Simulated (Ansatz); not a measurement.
# CH3ClOSn: the cost of one run

Program: Ansatz 0.2.0, Gaussian basis. Level of theory: the settings change from run to run. These are calculated values, not measurements.

### Step 1. The molecule

The geometry comes from an earlier relaxation with PBE0-D4 in a triple-zeta def2 set; it is a stationary point, not always the lowest conformer. Sn takes a core potential in def2 sets; no spin-orbit term is included.

7 atoms, charge 0, spin multiplicity 1.

Atoms are counted from 1 here; the program's logs count them from 0.

Bond lengths: Cl1–Sn2 2.429 Å, Sn2–O4 2.397 Å, Sn2–H5 1.777 Å, C3–O4 1.210 Å, C3–H6 1.100 Å, C3–H7 1.100 Å. Angles: Cl1–Sn2–O4 87.0°, Cl1–Sn2–H5 93.3°, O4–Sn2–H5 82.9°, O4–C3–H6 121.1°, O4–C3–H7 119.4°, H6–C3–H7 119.5°, Sn2–O4–C3 125.2°.

### Step 2. B3LYP/x2c-TZVPPall

Options: multiplicity 3.

Input file in.yaml:

```yaml
crystal:
  periodic: [false, false, false]
  atoms:
    - {symbol: Cl, position_ang: [1.113898, -1.605602, -1.230749]}
    - {symbol: Sn, position_ang: [-1.037907, -1.738808, -0.112600]}
    - {symbol: C, position_ang: [0.092721, 1.306769, -0.061217]}
    - {symbol: O, position_ang: [-0.800777, 0.601689, 0.348905]}
    - {symbol: H, position_ang: [-0.305452, -1.904095, 1.497992]}
    - {symbol: H, position_ang: [0.909191, 0.892353, -0.670892]}
    - {symbol: H, position_ang: [0.089624, 2.379494, 0.182862]}
basis:
  gaussian: {orbitals: x2c-TZVPPall}
magnetization: {spin_polarized: true, initial_magnetization: 2}
hamiltonian: {xc: {name: B3LYP}}
```

The run is started by

```sh
> ansatz run in.yaml --threads 2 --pin off --events-out ev --progress --plain --max-ram 4352MiB
```

**Question.** How long does this run take on 2 threads of Arm Neoverse V1, shared host, and how much memory does it need?

About 23 s, with a peak of 0.92 GiB.
